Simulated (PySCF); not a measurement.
# F6S: the cost of one run

Programs: PySCF 2.14.0, with density-fitted response routines of our own. Each step states its level of theory. These are calculated values for one molecule in the gas phase, unless marked as measured. Atoms are numbered from 0 throughout.

## (1) Starting geometry

7 atoms, charge 0, multiplicity 1; geometry from: PBE0-D3(BJ)/def2-TZVP.

Bonds of the start (Å): F0–S1 1.57, S1–F2 1.57, S1–F3 1.56, S1–F4 1.56, S1–F5 1.57, S1–F6 1.57.

## (2) Core excitations: BHandHLYP/def2-TZVPD

What the job is given:

```
{"job": {"kind": "xas", "xc": "BHandHLYP", "basis": "def2-TZVPD"}, "charge": 0, "multiplicity": 1}
F     -0.419800     1.192663    -0.922667
S      0.000039     0.000046     0.000028
F      1.447074     0.588173     0.101979
F      0.423523    -0.826257    -1.259500
F     -0.423446     0.826210     1.259573
F     -1.446923    -0.587969    -0.102025
F      0.419863    -1.192447     0.922763
```

With the program's defaults for keys left out, this is: core-valence-separated TDA BHandHLYP/def2-TZVPD, K edges, non-relativistic, gas phase.

**Question.** How long does this first job take on 4 threads of Arm Neoverse V1, shared host?

About 20 s.
